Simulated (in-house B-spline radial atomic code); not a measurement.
**In³⁸⁺: binding energies from hole states**

Wanted: ΔSCF binding energies of In³⁸⁺.

Program: in-house B-spline radial atomic code version 1. Level of theory: Dirac-Hartree-Fock, average of configuration, Fermi nucleus, basis-set limit. These are calculated values, not measurements, unless marked.

## (1) Starting point

| Item | Value |
| --- | --- |
| element | indium (Z = 49) |
| charge | +38 |
| electrons | 11 |
| configuration | [Ne] 3s1 |
| Hamiltonian | Dirac-Coulomb |
| nucleus | Fermi, rms radius 4.616 fm |

Outer shells as boxes (Hund's rule):

[Ne] 3s1
```
[Ne] core
3s [↑ ]
```

The boxes draw the filling by Hund's rule, which heavy ions in jj coupling don't follow; these runs average over all states of the configuration.

Input settings:

```ini
Z = 49
electrons = 11.0
configuration = [Ne] 3s1
hamiltonian = dirac
method = hf
spin_polarised = False
nucleus = fermi
rms_radius = 4.6156
mass_number = 115
atomic_mass = 114.903878772
speed_of_light = 137.035999084
```

This reference run was done before. Its total energy is -4611.854982 hartree, and its levels are (the highest eight at most):

```csv
orbital,occupation,energy (eV),<r> (bohr)
1s1/2,2,-30476.8,0.02968
2s1/2,2,-6520.12,0.1254
2p1/2,2,-6245.87,0.1063
2p3/2,4,-6025.62,0.1112
3s1/2,1,-2630.45,0.3035
```

## (2) The 1s hole

Settings: those of step 1 with these lines changed.

```diff
@@ -1,4 +1,4 @@
 Z = 49
-electrons = 11.0
-configuration = [Ne] 3s1
+electrons = 10.0
+configuration = 1s1 2s2 2p6 3s1
 hamiltonian = dirac
```

From the run's result record (rounded, not every field):

```text
{
  "status": "converged",
  "iterations": 14,
  "energy [hartree]": {"total": -3492.73600421, "kinetic": 3694.0501613, "nuclear": -7522.74403428, "coulomb": 386.139128914, "exact_exchange": -50.1812601402},
  "breit [hartree]": {"gaunt": 1.438891, "retardation": -0.1767024, "frequency_dependence": -0.01621484},
  "qed [hartree]": {"self_energy": 1.789935, "uehling": -0.2266998, "wichmann_kroll": 0.00451684},
  "recoil [hartree]": 0.01411323,
  "total_with_corrections [hartree]": -3489.90816564,
  "orbitals [hartree, bohr; first row names the columns]": [
    ["name", "occ", "eps", "<r>"],
    ["1s1/2", 1.0, -1143.7268, 0.030563],
    ["2s1/2", 2.0, -248.83949, 0.1237],
    ["2p1/2", 2.0, -240.39629, 0.10405],
    ["2p3/2", 4.0, -231.72276, 0.10899],
    ["3s1/2", 1.0, -107.68873, 0.29648]
  ],
  "sum_r [bohr^k]": {"-1": 153.5269, "1": 1.21849, "2": 0.2219628},
  "energy_minus_base [hartree]": 1119.11898,
  "energy_minus_base_with_corrections [hartree]": 1115.82635
}
```

Run time: 0.26 s. Hardware: 1 thread, shared host.

energy_minus_base is the energy less that of the reference run.

## (3) The 2s hole

Settings: those of step 2 with these lines changed.

```diff
@@ -2,3 +2,3 @@
 electrons = 10.0
-configuration = 1s1 2s2 2p6 3s1
+configuration = 1s2 2s1 2p6 3s1
 hamiltonian = dirac
```

Main fields:

```text
{
  "status": "converged",
  "iterations": 14,
  "energy [hartree]": {"total": -4372.49203626, "kinetic": 4629.97291889, "nuclear": -9384.32453128, "coulomb": 453.685898337, "exact_exchange": -71.82632221},
  "breit [hartree]": {"gaunt": 3.555147, "retardation": -0.3183011, "frequency_dependence": -0.03449628},
  "qed [hartree]": {"self_energy": 2.908862, "uehling": -0.3762699, "wichmann_kroll": 0.007501047},
  "recoil [hartree]": 0.01595938,
  "total_with_corrections [hartree]": -4366.73363466,
  "orbitals [hartree, bohr; first row names the columns]": [
    ["name", "occ", "eps", "<r>"],
    ["1s1/2", 2.0, -1129.1573, 0.029681],
    ["2s1/2", 1.0, -233.81929, 0.11811],
    ["2p1/2", 2.0, -236.33991, 0.10546],
    ["2p3/2", 4.0, -228.10722, 0.11033],
    ["3s1/2", 1.0, -113.38987, 0.3059]
  ],
  "sum_r [bohr^k]": {"-1": 191.5194, "1": 1.135615, "2": 0.2087115},
  "energy_minus_base [hartree]": 239.362946,
  "energy_minus_base_with_corrections [hartree]": 239.000881
}
```

It took 0.26 s on 1 thread, shared host.

## (4) The 2p1/2 hole

In configurations, a minus sign after the shell means j = l − 1/2 and a plus sign j = l + 1/2; the count of electrons follows.

Settings: those of step 3 with these lines changed.

```diff
@@ -2,3 +2,3 @@
 electrons = 10.0
-configuration = 1s2 2s1 2p6 3s1
+configuration = 1s2 2s2 2p-1 2p+4 3s1
 hamiltonian = dirac
```

Main fields:

```text
{
  "status": "converged",
  "iterations": 7,
  "energy [hartree]": {"total": -4382.47529916, "kinetic": 4641.88357393, "nuclear": -9397.34574852, "coulomb": 445.430154912, "exact_exchange": -72.4432794802},
  "breit [hartree]": {"gaunt": 3.385758, "retardation": -0.2897273, "frequency_dependence": -0.03284416},
  "qed [hartree]": {"self_energy": 3.083454, "uehling": -0.3966846, "wichmann_kroll": 0.007901921},
  "recoil [hartree]": 0.01687931,
  "total_with_corrections [hartree]": -4376.70056153,
  "orbitals [hartree, bohr; first row names the columns]": [
    ["name", "occ", "eps", "<r>"],
    ["1s1/2", 2.0, -1130.7661, 0.029653],
    ["2s1/2", 2.0, -246.42251, 0.1246],
    ["2p1/2", 1.0, -237.86701, 0.10518],
    ["2p3/2", 4.0, -229.19164, 0.1101],
    ["3s1/2", 1.0, -100.47762, 0.29926]
  ],
  "sum_r [bohr^k]": {"-1": 191.7853, "1": 1.153329, "2": 0.2129788},
  "energy_minus_base [hartree]": 229.379683,
  "energy_minus_base_with_corrections [hartree]": 229.033954
}
```

Run time: 0.15 s. Hardware: 1 thread, shared host.

## (5) The 2p3/2 hole

Settings: those of step 4 with these lines changed.

```diff
@@ -2,3 +2,3 @@
 electrons = 10.0
-configuration = 1s2 2s2 2p-1 2p+4 3s1
+configuration = 1s2 2s2 2p-2 2p+3 3s1
 hamiltonian = dirac
```

Main fields:

```text
{
  "status": "converged",
  "iterations": 7,
  "energy [hartree]": {"total": -4390.55256317, "kinetic": 4667.43482196, "nuclear": -9433.12324919, "coulomb": 447.957734062, "exact_exchange": -72.8218700035},
  "breit [hartree]": {"gaunt": 3.499855, "retardation": -0.289541, "frequency_dependence": -0.02498836},
  "qed [hartree]": {"self_energy": 3.068327, "uehling": -0.3971995, "wichmann_kroll": 0.007913217},
  "recoil [hartree]": 0.01681096,
  "total_with_corrections [hartree]": -4384.67138583,
  "orbitals [hartree, bohr; first row names the columns]": [
    ["name", "occ", "eps", "<r>"],
    ["1s1/2", 2.0, -1130.1977, 0.029657],
    ["2s1/2", 2.0, -246.28213, 0.12464],
    ["2p1/2", 2.0, -237.28251, 0.1053],
    ["2p3/2", 3.0, -229.14696, 0.11014],
    ["3s1/2", 1.0, -100.45119, 0.29933]
  ],
  "sum_r [bohr^k]": {"-1": 192.5154, "1": 1.14896, "2": 0.2119877},
  "energy_minus_base [hartree]": 221.302419,
  "energy_minus_base_with_corrections [hartree]": 221.063129
}
```

Run time: 0.14 s. Hardware: 1 thread, shared host.

## (6) The 3s hole

Settings: those of step 5 with these lines changed.

```diff
@@ -2,3 +2,3 @@
 electrons = 10.0
-configuration = 1s2 2s2 2p-2 2p+3 3s1
+configuration = 1s2 2s2 2p6
 hamiltonian = dirac
```

Main fields:

```text
{
  "status": "converged",
  "iterations": 7,
  "energy [hartree]": {"total": -4515.19082035, "kinetic": 4787.07168126, "nuclear": -9715.11728654, "coulomb": 496.294271735, "exact_exchange": -83.4394868128},
  "breit [hartree]": {"gaunt": 3.725485, "retardation": -0.3252891, "frequency_dependence": -0.03328579},
  "qed [hartree]": {"self_energy": 3.03023, "uehling": -0.3911105, "wichmann_kroll": 0.007794159},
  "recoil [hartree]": 0.01674185,
  "total_with_corrections [hartree]": -4509.16025493,
  "orbitals [hartree, bohr; first row names the columns]": [
    ["name", "occ", "eps", "<r>"],
    ["1s1/2", 2.0, -1124.2496, 0.029677],
    ["2s1/2", 2.0, -243.20178, 0.12534],
    ["2p1/2", 2.0, -233.31851, 0.10611],
    ["2p3/2", 4.0, -225.19905, 0.11101]
  ],
  "sum_r [bohr^k]": {"-1": 198.2704, "1": 0.9662862, "2": 0.1266073},
  "energy_minus_base [hartree]": 96.6641617,
  "energy_minus_base_with_corrections [hartree]": 96.5742603
}
```

Wall time 0.12 s (1 thread, shared host).

## (7) Results

| hole | ΔSCF (eV) | with Breit, QED, recoil (eV) | −ε of the parent (eV) | −ε less ΔSCF (eV) |
| --- | --- | --- | --- | --- |
| 1s | 30452.8 | 30363.2 | 30476.8 | 24.07 |
| 2s | 6513.40 | 6503.55 | 6520.12 | 6.72 |
| 2p1/2 | 6241.74 | 6232.33 | 6245.87 | 4.13 |
| 2p3/2 | 6021.95 | 6015.43 | 6025.62 | 3.68 |
| 3s | 2630.37 | 2627.92 | 2630.45 | 0.08 |

What this shows: Relaxation of the remaining electrons brings each binding energy under −ε, by 24.1 eV for 1s and 0.08 eV for 3s. The spin-orbit splitting of the 2p hole is 216.90 eV with those corrections. Two partly filled shells share a symmetry and can mix in the average, which may lower the energy, in these hole states: 1s; 2s. Values are for the free ion, measured from the vacuum level.
